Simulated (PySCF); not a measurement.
# A diatomic session: RuSe

One job finds the state of RuSe, follows it along the bond with each method and fits the curves.

Program: PySCF 2.14.0. Level of theory: Ru def2-TZVPP with ECP28, Se def2-TZVPP, scalar-relativistic core potentials. These are calculated values, not measurements.

## (1) Input

The job is set up so:

```json
{"atoms": "Ru, Se", "charge": "0", "basis": "Ru def2-TZVPP with ECP28, Se def2-TZVPP", "Hamiltonian": "scalar-relativistic core potentials", "basis functions": "104", "electrons treated": "50", "masses in u": "101.9043, 79.9165", "levels": "PBE0, PBE, r²SCAN, r²SCAN0, MN15, M06-L, BP86, LC-ωPBE, HF, MP2, SCS-MP2", "grid": "80 radial by 434 angular points", "occupations": "held fixed by the projection of orbital angular momentum", "dissociation limit": "Ru + Se, each in its ground configuration", "starting distance in angstrom": "2.310", "values of 2S to try": "0, 2, 4, 6, 8"}
```

Run with:

```
> OMP_NUM_THREADS=2 python dia.py task.json out
```

After this run come: The PBE0 curve of the state that the search chose; Higher solutions at PBE0; PBE; r²SCAN; r²SCAN0; MN15 (hybrid meta-GGA); M06-L (meta-GGA); BP86 (GGA); LC-ωPBE (range-separated hybrid); ROHF (mean field).

What does the calculation give? Wanted: for each run, Re; ωe; De; μ.

**Answer**, as computed:

Lowest PBE0 solution found, without spin–orbit coupling: ⁵Δ (quintet), unpaired electrons σ ↑, π ↑↑, δ ↑. State 2 has its PBE0 minimum 0.53 eV higher. State 3 has its PBE0 minimum 0.60 eV higher, as a spin-mixed determinant (⟨S²⟩ = 3.02), so this is no gap between pure states. State 4 has its PBE0 minimum 0.80 eV higher, as a spin-mixed determinant (⟨S²⟩ = 2.02), so this is no gap between pure states. The other levels ran on the lowest alone.

| level | Re (Å) | ωe (cm⁻¹) | De (eV) | μ (D) |
| --- | --- | --- | --- | --- |
| ROHF-MP2 | 2.125 | 425 | 3.58 | n/a |
| ROHF-SCS-MP2 | 2.148 | 402 | 3.16 | n/a |
| PBE | 2.222 | 345 | 4.22 | -3.27 |
| BP86 | 2.224 | 344 | 4.18 | -3.24 |
| r²SCAN | 2.208 | 357 | 3.97 | -3.72 |
| M06-L | 2.234 | 343 | 3.67 | -3.95 |
| PBE0 | 2.207 | 358 | 3.55 | -4.09 |
| r²SCAN0 | 2.200 | 364 | 3.39 | -4.35 |
| MN15 | 2.188 | 369 | 3.77 | -3.65 |
| LC-ωPBE | 2.185 | 381 | 3.16 | -4.84 |

De is counted to Ru + Se in their ground configurations. A positive dipole means Ru(−)Se(+). No constants: ROHF (the points don't follow one smooth fit).

In words: Bond lengths run from 2.125 Å (ROHF-MP2) to 2.234 Å (M06-L). Among the levels with a De in the table, it runs from 3.16 eV (LC-ωPBE) to 4.22 eV (PBE).

Correlated steps freeze 9 core orbitals. The state is the lowest single determinant that the PBE0 search found; with open d or f shells the true ground state can be another one. Spin–orbit coupling is left out.
